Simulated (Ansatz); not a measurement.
**AlH3Se (SMILES [AlH2][SeH]): wB97X/aug-pcseg-2 (xc omega 0.25)**

Aim: the vertical electron affinity of AlH3Se at wB97X/aug-pcseg-2 (xc omega 0.25), from 2 runs. 

Program for the calculation: Ansatz 0.2.0.

## (1) The system as given

The species is AlH3Se (5 atoms), meant as a singlet with charge 0. As SMILES, `[AlH2][SeH]`. The shape is that of a PBE0-D4/def2-TZVP optimisation.

Bond lengths: Al1–Se2 2.314 Å, Al1–H3 1.579 Å, Al1–H4 1.580 Å, Se2–H5 1.469 Å. Angles: Al1–Se2–H5 92.2°, Se2–Al1–H3 116.3°, Se2–Al1–H4 119.2°, H3–Al1–H4 124.5°.

## (2) Energy and gradient at wB97X/aug-pcseg-2 (xc omega 0.25)

Input file in.yaml:

```yaml
crystal:
  periodic: [false, false, false]
  atoms:
    - {symbol: Al, position_ang: [-0.435200, -0.530700, 0.166800]}
    - {symbol: Se, position_ang: [0.870300, 1.346600, 0.522900]}
    - {symbol: H, position_ang: [-1.236800, -1.072700, 1.415100]}
    - {symbol: H, position_ang: [-0.474100, -1.181000, -1.272800]}
    - {symbol: H, position_ang: [1.325600, 1.364100, -0.873500]}
basis:
  gaussian: {orbitals: aug-pcseg-2}
hamiltonian: {xc: {name: wB97X, parameters: {omega: 0.25/bohr}}}
total_charge: 0
output: {forces: true, orbitals: {seedname: orbitals}}
```

Command:

```bash
$ ansatz run in.yaml --threads 1 --pin off --max-ram 2610MiB --events-out events.jsonl --progress --plain --runs-dir runs
```

The log of the run:

```text
Warning: RAYON_NUM_THREADS=1 ignored (pool sized by the plan → 1); use --threads N
Functional definition: wB97X
  name "wB97X"
  parameter omega = 0.3/bohr
  parameter cx = 0.157706
  parameter cx1 = 0.726479
  parameter cx2 = 1.04760
  parameter cx3 = -5.70635
  parameter cx4 = 13.2794
  parameter css1 = -4.33879
  parameter css2 = 18.2308
  parameter css3 = -31.7430
  parameter css4 = 17.2901
  parameter cos1 = 2.37031
  parameter cos2 = -11.3995
  parameter cos3 = 6.58405
  parameter cos4 = -3.78132
  exchange = spin_sum(e_x_unif_sr(omega)*poly(b97_u_x, 1 - cx, cx1, cx2, cx3, cx4)) + cx*exact_x_sr(omega)
      + exact_x_lr(omega)
  correlation = spin_sum(e_c_pw_same_spin*poly(b97_u_same, 1, css1, css2, css3, css4))
      + integral(e_c_pw_opposite_spin*poly(b97_u_opposite, 1, cos1, cos2, cos3, cos4))
  with omega = 0.25/bohr from the input
956 factors; their error is unknown
320 factors; integrals over basis functions are off by at most 2.1e-5 eV
mean field evaluation 1: about -71997.8763 eV, gradient 1.2e1 eV
mean field evaluation 2: about -71998.3265 eV, gradient 5.2e0 eV
mean field evaluation 4: about -71998.4047 eV, gradient 4.4e-1 eV
mean field evaluation 8: about -71998.6506 eV, gradient 7.5e-3 eV
mean field -71998.65057569 eV, -2645.9016062185 hartree, gradient 8.0e-5 eV, S^2 0.000000; 0 other end points of the search recorded, 0 dependent functions left out
the calculation of the forces begins
reference -71998.65052652 eV, -2645.9016044117 hartree; 25, 25 occupied and 153, 153 virtual orbitals, 956 factors
Total energy: -71998.65052652 eV, -2645.9016044117 hartree
Atom 0 at    -0.435200    -0.530700     0.166800 Å, force    -0.015597    -0.016620     0.008302 eV/Å
Atom 1 at     0.870300     1.346600     0.522900 Å, force    -0.003919    -0.025549    -0.045342 eV/Å
Atom 2 at    -1.236800    -1.072700     1.415100 Å, force     0.024536     0.009841    -0.055509 eV/Å
Atom 3 at    -0.474100    -1.181000    -1.272800 Å, force    -0.002191     0.022377     0.062750 eV/Å
Atom 4 at     1.325600     1.364100    -0.873500 Å, force    -0.002828     0.009952     0.029799 eV/Å
Dipole moment:    -0.035309    -0.099472    -0.125670 e Å
```

Run time: 18 s. Hardware: 1 thread of Arm Neoverse V1, shared host; peak memory 0.45 GiB.

## (3) The doublet anion

Changes to in.yaml since step 2:

```diff
@@ -11,3 +11,4 @@
 hamiltonian: {xc: {name: wB97X, parameters: {omega: 0.25/bohr}}}
-total_charge: 0
+magnetization: {spin_polarized: true, initial_magnetization: 1}
+total_charge: -1
 output: {forces: true, orbitals: {seedname: orbitals}}
```

Command:

```bash
$ ansatz run in.yaml --threads 1 --pin off --max-ram 2610MiB --events-out events.jsonl --progress --plain --runs-dir runs
```

The log of the run:

```text
Warning: RAYON_NUM_THREADS=1 ignored (pool sized by the plan → 1); use --threads N
Functional definition: wB97X
  name "wB97X"
  parameter omega = 0.3/bohr
  parameter cx = 0.157706
  parameter cx1 = 0.726479
  parameter cx2 = 1.04760
  parameter cx3 = -5.70635
  parameter cx4 = 13.2794
  parameter css1 = -4.33879
  parameter css2 = 18.2308
  parameter css3 = -31.7430
  parameter css4 = 17.2901
  parameter cos1 = 2.37031
  parameter cos2 = -11.3995
  parameter cos3 = 6.58405
  parameter cos4 = -3.78132
  exchange = spin_sum(e_x_unif_sr(omega)*poly(b97_u_x, 1 - cx, cx1, cx2, cx3, cx4)) + cx*exact_x_sr(omega)
      + exact_x_lr(omega)
  correlation = spin_sum(e_c_pw_same_spin*poly(b97_u_same, 1, css1, css2, css3, css4))
      + integral(e_c_pw_opposite_spin*poly(b97_u_opposite, 1, cos1, cos2, cos3, cos4))
  with omega = 0.25/bohr from the input
956 factors; their error is unknown
320 factors; integrals over basis functions are off by at most 2.1e-5 eV
mean field evaluation 1: about -71996.9623 eV, gradient 1.4e1 eV
mean field evaluation 2: about -71997.9281 eV, gradient 1.0e1 eV
mean field evaluation 4: about -71998.2623 eV, gradient 5.4e-1 eV
mean field evaluation 8: about -71998.2882 eV, gradient 1.3e-1 eV
mean field evaluation 16: about -71998.5380 eV, gradient 7.6e-4 eV
mean field evaluation 32: about -71998.4804 eV, gradient 1.1e0 eV
mean field -71998.53797378 eV, -2645.8974681744 hartree, gradient 1.1e-5 eV, S^2 0.753368; 6 other end points of the search recorded, 0 dependent functions left out
the calculation of the forces begins
reference -71998.53796521 eV, -2645.8974678597 hartree; 26, 25 occupied and 152, 153 virtual orbitals, 956 factors
Total energy: -71998.53796521 eV, -2645.8974678597 hartree
Atom 0 at    -0.435200    -0.530700     0.166800 Å, force    -0.600738    -0.853366    -0.133840 eV/Å
Atom 1 at     0.870300     1.346600     0.522900 Å, force     0.624321     0.862246     0.083522 eV/Å
Atom 2 at    -1.236800    -1.072700     1.415100 Å, force    -0.080350    -0.023992     0.196593 eV/Å
Atom 3 at    -0.474100    -1.181000    -1.272800 Å, force     0.041249    -0.025932    -0.195926 eV/Å
Atom 4 at     1.325600     1.364100    -0.873500 Å, force     0.015518     0.041044     0.049650 eV/Å
Dipole moment:     0.829138     1.145856     0.113516 e Å
```

Run time: 50 s. Hardware: 1 thread of Arm Neoverse V1, shared host; peak memory 0.62 GiB.

## (4) Summary of results

At wB97X/aug-pcseg-2 (xc omega 0.25):

| quantity | value |
| --- | --- |
| singlet AlH3Se: total energy | -2645.90160 Eh |
| singlet AlH3Se: dipole moment | 0.79 D |
| singlet AlH3Se: HOMO energy | -9.39 eV |
| singlet AlH3Se: LUMO energy | 0.18 eV |
| singlet AlH3Se: HOMO–LUMO gap | 9.57 eV |
| singlet AlH3Se: largest force on an atom | 0.067 eV/Å |
| doublet anion: total energy | -2645.89747 Eh |
| doublet anion: HOMO energy (highest over α and β) | 0.03 eV |
| doublet anion: LUMO energy (lowest over α and β) | 2.69 eV |
| doublet anion: ⟨S²⟩ | 0.753 |
| doublet anion: largest force on an atom | 1.068 eV/Å |
| vertical electron affinity (to the doublet anion) | -0.113 eV |

What this shows: The anion lies 0.11 eV (2.6 kcal/mol) above the neutral: the electron isn't bound at this level, and such a value depends on the basis. Mulliken charges (doublet anion) run from -0.56 on Se2 to +0.24 on H5; in a basis this large or diffuse they mean little. The HOMO (doublet anion) lies at positive energy, 0.03 eV; only total energies tell whether the electron is bound.
